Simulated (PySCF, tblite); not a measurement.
**C4H11Ge radical: geometry, infrared bands and EPR parameters**

Wanted: the infrared bands and EPR parameters of C4H11Ge radical (`C[CH][C@H](C)[GeH3]`), by calculation.

Computed with tblite 0.8.0 and PySCF 2.14.0, with density-fitted response routines of our own, on a single molecule in the gas phase. Atoms are numbered from 0 throughout.

## Step 1: The molecule as given

16 atoms, charge 0, multiplicity 2; geometry from: force field or distance geometry start.

Bonds of the start (Å): C0–C1 1.54, C1–C2 1.52, C2–C3 1.54, C2–Ge4 1.96, C0–H5 1.11, C0–H6 1.10, C0–H7 1.10, C1–H8 1.12, C2–H9 1.11, C3–H10 1.11, C3–H11 1.12, C3–H12 1.09, Ge4–H13 1.55, Ge4–H14 1.54, Ge4–H15 1.56.

## Step 2: Optimising the geometry with GFN2-xTB

What the job is given:

```
{"job": {"kind": "relax", "xc": "GFN2-xTB", "basis": "xTB"}, "charge": 0, "multiplicity": 2}
C      2.128200    -0.486700     0.184300
C      1.037500     0.599200     0.237600
C     -0.231800     0.207200    -0.496300
C     -1.094900     1.462300    -0.739200
Ge    -1.275500    -1.114300     0.515400
H      1.786700    -1.397200     0.721500
H      3.045100    -0.098900     0.661300
H      2.355500    -0.733100    -0.866600
H      0.832800     0.872300     1.302700
H      0.011800    -0.223400    -1.486200
H     -2.013100     1.185700    -1.301100
H     -1.396100     1.907700     0.239700
H     -0.529200     2.205200    -1.310900
H     -2.611500    -1.377600    -0.224900
H     -0.488900    -2.434100     0.609100
H     -1.564100    -0.565500     1.942100
```

Launch:

```
$ OMP_NUM_THREADS=1 python probes_run.py task.json out
```

The driver reads the jobs from task.json and runs them one after another.

**Question.** This job is followed by: GFN2-xTB harmonic vibrations, gas phase; UKS B3LYP, def2-TZVP-core on Ge, pcH-1 on C H, non-relativistic, mean-field spin-orbit, GIAO. What will the session give for the following? strongest single infrared mode (GFN2-xTB); zero-point energy (GFN2-xTB); g(iso) (B3LYP); ⟨S²⟩; largest a(iso) (averaged by class); surface potential, 1st and 99th percentile.

The runs gave:

```
                                 quantity                 value
strongest single infrared mode (GFN2-xTB)  743 cm⁻¹, 563 km/mol
             zero-point energy (GFN2-xTB)         79.0 kcal/mol
                           g(iso) (B3LYP)               2.00360
                                     ⟨S²⟩    0.755 (exact 0.75)
       largest a(iso) (averaged by class)   13C on C1, 88.2 MHz
    surface potential, 1st and 99th percentile    -0.31 V and 0.72 V
```

In words: The optimisation took 76 steps and gained 0.445 eV; among the close pairs (by a distance rule), C2–Ge4 changed most, from 1.964 to 2.053 Å. The lowest mode is imaginary (44i cm⁻¹), so the xTB geometry is not a minimum. The strongest single mode, at 743 cm⁻¹, is spread over several atoms, H14, H15, H13 among them. GFN2-xTB is a fitted tight-binding method: band positions and strengths are rough. Its intensities can rank the bands wrongly. Most of the unpaired spin sits on C1 (0.95 e). The isotropic g lies 1.3 ppt above the free-electron value. The hyperfine terms hold no scalar relativity, which the heavier nuclei need.
